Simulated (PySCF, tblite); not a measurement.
# C5H4F2O2: dynamics, then NMR shifts on frames

Aim: move C5H4F2O2 (`O=C1CC=C1OC(F)F`) away from its starting geometry and see how NMR shifts follow the geometry.

Computed with tblite 0.8.0 and PySCF 2.14.0, with density-fitted response routines of our own, on a single molecule in the gas phase. Atoms are numbered from 0 throughout.

### Step 1. The starting structure

13 atoms, charge 0, multiplicity 1; geometry from: GFN2-xTB.

Bonds of the start (Å): O0–C1 1.20, C1–C2 1.54, C2–C3 1.52, C3–C4 1.34, C4–O5 1.36, O5–C6 1.36, C6–F7 1.34, C6–F8 1.35, C4–C1 1.48, C2–H9 1.09, C2–H10 1.09, C3–H11 1.07, C6–H12 1.10.

### Step 2. A short Langevin run with GFN2-xTB

Job settings and geometry (Å):

```
{"job": {"kind": "md", "xc": "GFN2-xTB", "basis": "xTB", "temperature": 400, "steps": 2000, "every": 50, "frames": 5}, "charge": 0, "multiplicity": 1}
O      0.139978     2.029313     0.246881
C      0.613419     0.940364     0.111862
C      2.040630     0.360020     0.092049
C      1.338032    -0.957433    -0.171440
C      0.102523    -0.429984    -0.138032
O     -1.133376    -0.979132    -0.304280
C     -2.204430    -0.175862    -0.049233
F     -3.230578    -0.605823    -0.793926
F     -2.592538    -0.304258     1.240883
H      2.670814     0.738215    -0.711238
H      2.573894     0.436204     1.038071
H      1.716440    -1.947638    -0.331667
H     -2.039197     0.896501    -0.247658
```

Method: GFN2-xTB Langevin dynamics, gas phase.

Started as:

```sh
$ OMP_NUM_THREADS=1 python probes_run.py task.json out
```

One launch serves the whole session: the jobs run in the order shown.

Standard output:

```text
t/fs     T/K      E/eV
    0.0   333.4   -824.01435
   25.0   226.9   -823.71613
   50.0   336.9   -823.68329
   75.0   250.0   -823.57873
  100.0   302.0   -823.57398
  125.0   281.0   -823.50939
  150.0   180.2   -823.18672
  175.0   429.5   -823.53423
  200.0   393.7   -823.50709
  225.0   387.7   -823.54188
  250.0   326.1   -823.31772
  275.0   424.0   -823.33615
  300.0   448.8   -823.54456
  325.0   394.4   -823.47918
  350.0   381.3   -823.46483
  375.0   465.5   -823.57092
  400.0   381.6   -823.51389
  425.0   408.4   -823.54253
  450.0   413.9   -823.32787
  475.0   576.0   -823.40565
  500.0   473.2   -823.20431
  525.0   547.4   -823.45848
  550.0   264.1   -823.15919
  575.0   416.7   -823.30005
  600.0   443.6   -823.46630
  625.0   390.8   -823.49427
  650.0   337.8   -823.29907
  675.0   380.9   -823.46493
  700.0   351.3   -823.36944
  725.0   414.4   -823.55313
  750.0   288.6   -823.30894
  775.0   467.8   -823.44099
  800.0   357.6   -823.48631
  825.0   360.2   -823.53796
  850.0   329.1   -823.25207
  875.0   429.9   -823.33228
  900.0   472.5   -823.37739
  925.0   414.4   -823.37835
  950.0   512.4   -823.43874
  975.0   411.7   -823.54095
 1000.0   296.1   -823.19149
```

It took 10 s on 1 thread of Arm Neoverse V1, shared host; peak memory 0.19 GiB.

Distance from the start (root mean square after alignment): 0 fs 0.00 Å, 200 fs 0.43 Å, 400 fs 0.21 Å, 600 fs 0.46 Å, 800 fs 0.29 Å, 1000 fs 0.22 Å.

Positions (Å) and forces (eV/Å) at 1000 fs:

```xyz
13

O    -0.893    1.228    0.427    0.111   -0.691    0.305
C    -0.562    0.122    0.724    0.769   -1.406    0.103
C     0.764   -0.577    1.348    0.347   -0.235   -1.951
C     0.042   -1.853    1.105   -2.051    1.966   -0.687
C    -1.100   -1.319    0.623    0.543    0.839   -0.467
O    -2.207   -1.959    0.075    0.113    2.252    0.790
C    -3.309   -1.116   -0.068    0.579   -1.311    0.106
F    -4.156   -1.945   -0.694   -0.850    0.479    0.464
F    -3.766   -0.628    1.116   -0.258   -1.037    0.137
H     1.717   -0.547    0.742   -1.039    0.493    0.293
H     1.061   -0.532    2.355    0.025    0.935    1.318
H     0.108   -2.802    1.436    0.960   -2.726    0.671
H    -3.249   -0.194   -0.619    0.751    0.441   -1.082
```

### Step 3. Shielding tensors: 250 fs, PBE0/pcSseg-1

Job settings and geometry (Å):

```
{"job": {"kind": "nmr", "xc": "PBE0", "basis": "pcSseg-1", "pop": false}, "charge": 0, "multiplicity": 1}
O     -0.432000     1.940700     0.470400
C      0.055300     0.840900     0.452100
C      1.580600     0.401100     0.806900
C      1.104000    -0.873900     0.109000
C     -0.161200    -0.575300    -0.028600
O     -1.308000    -1.276000    -0.477300
C     -2.431900    -0.549800    -0.471100
F     -3.524300    -1.287300    -0.753600
F     -2.683300     0.095100     0.740900
H      2.355500     1.008200     0.319200
H      1.718400     0.190000     1.890600
H      1.802600    -1.658600    -0.222500
H     -2.445500     0.444800    -1.165700
```

Method: GIAO PBE0/pcSseg-1 NMR shielding, non-relativistic, gas phase.

Standard output:

```text
coarse grid: 12256 points
cycle   1  E = -542.0363301402  dE =  1.623e+00  |g| = 1.126e+00  |ddm| = 3.394e+00
cycle   2  E = -541.3813750109  dE =  6.550e-01  |g| = 2.201e+00  |ddm| = 2.467e+00
cycle   3  E = -542.2479373741  dE = -8.666e-01  |g| = 3.341e-01  |ddm| = 1.958e+00
cycle   4  E = -542.2679227073  dE = -1.999e-02  |g| = 1.049e-01  |ddm| = 2.875e-01
cycle   5  E = -542.2696779266  dE = -1.755e-03  |g| = 2.922e-02  |ddm| = 8.879e-02
cycle   6  E = -542.2698456700  dE = -1.677e-04  |g| = 1.100e-02  |ddm| = 3.300e-02
cycle   7  E = -542.2698704016  dE = -2.473e-05  |g| = 3.134e-03  |ddm| = 9.419e-03
cycle   8  E = -542.2698723549  dE = -1.953e-06  |g| = 7.009e-04  |ddm| = 3.073e-03
final grid: 123152 points
cycle   9  E = -542.3598805239  dE = -1.176e-05  |g| = 1.617e-02  |ddm| = 2.690e-02
cycle  10  E = -542.3597332370  dE =  1.473e-04  |g| = 3.233e-02  |ddm| = 3.083e-02
cycle  11  E = -542.3599267589  dE = -1.935e-04  |g| = 3.137e-03  |ddm| = 2.256e-02
cycle  12  E = -542.3599284628  dE = -1.704e-06  |g| = 2.608e-04  |ddm| = 2.133e-03
cycle  13  E = -542.3599284691  dE = -6.323e-09  |g| = 1.907e-04  |ddm| = 3.449e-04
cycle  14  E = -542.3599284761  dE = -6.986e-09  |g| = 4.344e-05  |ddm| = 1.646e-04
cycle  15  E = -542.3599284763  dE = -2.735e-10  |g| = 1.674e-05  |ddm| = 3.704e-05
converged SCF energy = -542.3599284763

GIAO shielding tensors (ppm)
atom      isotropic    diamagn.    paramagn.     s11        s22        s33       span
  0 O     -261.048     399.805    -660.854   -748.615   -328.188    293.659   1042.274
  1 C        0.132     250.190    -250.058    -91.856     28.554     63.699    155.556
  2 C      135.961     256.740    -120.779    117.295    142.350    148.238     30.942
  3 C       44.595     254.358    -209.762    -44.839     20.181    158.443    203.281
  4 C       40.508     257.459    -216.952    -33.929     68.536     86.915    120.844
  5 O      148.074     398.574    -250.500     98.438    148.572    197.212     98.774
  6 C       58.229     239.649    -181.420     40.513     62.865     71.309     30.796
  7 F      266.037     465.754    -199.716    187.844    269.352    340.916    153.073
  8 F      233.013     475.315    -242.302    135.189    217.923    345.927    210.738
  9 H       28.562      29.825      -1.263     25.712     26.931     33.044      7.331
 10 H       27.884      29.337      -1.453     24.969     26.839     31.843      6.873
 11 H       23.738      29.864      -6.125     21.721     23.722     25.771      4.050
 12 H       22.716      25.752      -3.036     20.020     21.281     26.846      6.826
```

It took 19 s on 1 thread of Arm Neoverse V1, shared host; peak memory 0.77 GiB.

Shifts follow as δ = σ(reference) − σ, with reference shieldings (ppm) from runs at the same level and on the same kind of geometry: ¹H TMS 31.72, ¹³C TMS 186.9, ¹⁹F CFCl3 170.9, ¹⁷O H2O 336.1. The references are single molecules in the gas phase, so shifts against H2O, NH3, PH3, H3PO4 or CFCl3 are not on the usual liquid scales and can be off by tens of ppm. Each atom is listed at this fixed geometry, with no averaging over motion; a spectrum would average atoms that exchange fast.

```
atoms                                environment  σ (ppm)  δ (ppm)
   C1                     ketone carbonyl carbon      0.1    186.8
   C4               alkene carbon bearing oxygen     40.5    146.4
   C3                 β carbon of a C=C–C=O unit     44.6    142.3
   C6                 sp3 CH bonded to 2 F and O     58.2    128.7
   C2                    sp3 CH2 α to a carbonyl    136.0     51.0
  H12  hydrogen on an sp3 CH bonded to 2 F and O    22.72     9.00
  H11   hydrogen on a β carbon of a C=C–C=O unit    23.74     7.98
  H10     hydrogen on an sp3 CH2 α to a carbonyl    27.88     3.83
   H9     hydrogen on an sp3 CH2 α to a carbonyl    28.56     3.15
   O0                              ketone oxygen   -261.0    597.1
   O5                               ether oxygen    148.1    188.0
   F8                    fluorine of a CF2 group    233.0    -62.1
   F7                    fluorine of a CF2 group    266.0    -95.1
```

Ring of atoms C1, C2, C3, C4: NICS(0) -3.8, NICS(1) -3.3, NICS(1)zz -1.6 ppm (means of both faces).

### Step 4. NMR shieldings: 425 fs, PBE0/pcSseg-1

Job settings and geometry (Å):

```
{"job": {"kind": "nmr", "xc": "PBE0", "basis": "pcSseg-1", "pop": false}, "charge": 0, "multiplicity": 1}
O     -0.870100     1.671100     0.586600
C     -0.206400     0.698100     0.596300
C      1.257900     0.329800     1.222400
C      0.689800    -1.101700     1.083500
C     -0.493900    -0.748600     0.495200
O     -1.513300    -1.484600    -0.025600
C     -2.750800    -1.030300    -0.270800
F     -3.295100    -1.859200    -1.253800
F     -3.551700    -1.116800     0.893300
H      2.091600     0.461000     0.534800
H      1.517400     0.625300     2.264800
H      1.108300    -2.042100     1.460500
H     -2.898300     0.032800    -0.563700
```

Method: GIAO PBE0/pcSseg-1 NMR shielding, non-relativistic, gas phase.

Standard output:

```text
coarse grid: 12256 points
cycle   1  E = -542.0564782570  dE =  1.588e+00  |g| = 1.117e+00  |ddm| = 3.385e+00
cycle   2  E = -541.5010740299  dE =  5.554e-01  |g| = 2.085e+00  |ddm| = 2.270e+00
cycle   3  E = -542.2670236395  dE = -7.659e-01  |g| = 2.916e-01  |ddm| = 1.758e+00
cycle   4  E = -542.2820808520  dE = -1.506e-02  |g| = 1.068e-01  |ddm| = 2.644e-01
cycle   5  E = -542.2839503037  dE = -1.869e-03  |g| = 3.360e-02  |ddm| = 9.442e-02
cycle   6  E = -542.2841725179  dE = -2.222e-04  |g| = 1.169e-02  |ddm| = 3.484e-02
cycle   7  E = -542.2842016523  dE = -2.913e-05  |g| = 3.103e-03  |ddm| = 1.001e-02
cycle   8  E = -542.2842035625  dE = -1.910e-06  |g| = 6.328e-04  |ddm| = 3.007e-03
final grid: 123152 points
cycle   9  E = -542.3736276838  dE = -2.327e-05  |g| = 1.503e-02  |ddm| = 2.879e-02
cycle  10  E = -542.3735114057  dE =  1.163e-04  |g| = 2.896e-02  |ddm| = 2.778e-02
cycle  11  E = -542.3736677605  dE = -1.564e-04  |g| = 3.093e-03  |ddm| = 2.054e-02
cycle  12  E = -542.3736695687  dE = -1.808e-06  |g| = 3.689e-04  |ddm| = 2.280e-03
cycle  13  E = -542.3736695877  dE = -1.901e-08  |g| = 1.451e-04  |ddm| = 3.545e-04
cycle  14  E = -542.3736695920  dE = -4.265e-09  |g| = 5.312e-05  |ddm| = 1.397e-04
cycle  15  E = -542.3736695926  dE = -6.164e-10  |g| = 1.974e-05  |ddm| = 5.961e-05
converged SCF energy = -542.3736695926

GIAO shielding tensors (ppm)
atom      isotropic    diamagn.    paramagn.     s11        s22        s33       span
  0 O     -236.037     399.888    -635.924   -710.392   -295.337    297.620   1008.012
  1 C        6.022     249.597    -243.575    -81.734     36.083     63.716    145.450
  2 C      136.009     253.789    -117.780    113.532    142.341    152.153     38.621
  3 C       31.470     255.232    -223.762    -72.919     15.588    151.742    224.661
  4 C       33.682     258.951    -225.268    -48.047     65.748     83.346    131.394
  5 O      154.998     397.760    -242.761    110.820    144.665    209.510     98.690
  6 C       56.867     244.867    -188.000     38.384     60.049     72.170     33.786
  7 F      241.706     467.943    -226.237    129.990    242.872    352.257    222.266
  8 F      223.713     469.780    -246.067    103.935    218.558    348.646    244.712
  9 H       28.213      30.230      -2.017     25.458     26.979     32.201      6.744
 10 H       27.983      28.534      -0.551     25.168     26.158     32.624      7.456
 11 H       23.553      30.017      -6.465     20.145     24.217     26.296      6.151
 12 H       23.725      28.474      -4.750     21.150     22.648     27.376      6.226
```

Run time: 19 s. Hardware: 1 thread of Arm Neoverse V1, shared host; peak memory 0.82 GiB.

Key values: δ C1 180.9, C3 155.5, C4 153.2, C6 130.1, H11 8.16, H12 7.99 ppm.

(Part 1 of 2 ends here.)
